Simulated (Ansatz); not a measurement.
# Si2C: the cost of one run

Program: Ansatz 0.2.0. Level of theory: DFT PBE, scalar-relativistic, plane waves, PAW. These are calculated values, not measurements.

1 further run of the same task is left out (it didn't finish).

### 1 The structure to begin with

The structure is hexagonal, space group P-6m2 (No. 187). The conventional cell has a = 2.740 Å, b = 2.740 Å, c = 13.295 Å, α = 90.00°, β = 90.00°, γ = 120.00°. Si (site symmetry 3m) has 3 C at 2.72 Å and 9 Si at 2.72 to 2.74 Å as nearest neighbours. Si (site symmetry -6m2) is surrounded by 6 C at 2.72 Å and 6 Si at 2.74 Å. Si (site symmetry -6m2) is surrounded by 12 Si at 2.72 to 2.74 Å. Around C (site symmetry 3m) lie 6 Si at 2.72 Å and 6 C at 2.74 Å.

Structure file:

```xyz
6
Lattice="2.7395 0.0000 0.0000 -1.3698 2.3725 0.0000 0.0000 0.0000 13.2954" Properties=species:S:1:pos:R:3 pbc="T T T"
Si    0.0000    1.5817   11.0795
Si    0.0000    1.5817    2.2159
Si    0.0000    1.5817    6.6477
Si    1.3698    0.7908    0.0000
C     1.3698    0.7908    4.4318
C     1.3698    0.7908    8.8636
```

The start is an ordering of an alloy on its end members' structure types: elements ordered on the sites of the Re type, Si/C on Re (P-6m2, No. 187).

### 2 Probe: one point on a coarse mesh

input.yaml

```yaml
crystal:
  lattice:
    - [2.73950667, 0.0, 0.0]
    - [-1.36975333, 2.37248237, 0.0]
    - [0.0, 0.0, 13.29537342]
  atoms:
    - { symbol: Si, position: [0.33333333, 0.66666667, 0.83333333] }
    - { symbol: Si, position: [0.33333333, 0.66666667, 0.16666667] }
    - { symbol: Si, position: [0.33333333, 0.66666667, 0.5] }
    - { symbol: Si, position: [0.66666667, 0.33333333, 0.0] }
    - { symbol: C, position: [0.66666667, 0.33333333, 0.33333333] }
    - { symbol: C, position: [0.66666667, 0.33333333, 0.66666667] }
basis:
  ecutwfc: 420
kpoints:
  mp_grid: { grid: [6, 6, 2] }
hamiltonian:
  xc: pbe
scf:
  occupations: { method: gaussian, width: 0.1 }
  lower_state_search: "off"
output:
  forces: true
  stress: true
  eigenvalues: true
```

The run is started by

```sh
$ ansatz run input.yaml --threads 1 --pin off --max-ram 2560MiB --backend cpu --events-out ev --progress --plain --runs-dir out
```

What time and memory should one allow on 1 thread of Intel Xeon at 2.50GHz (Skylake/Cascade Lake), shared host?

About 5.1 s, with a peak of 0.32 GiB.
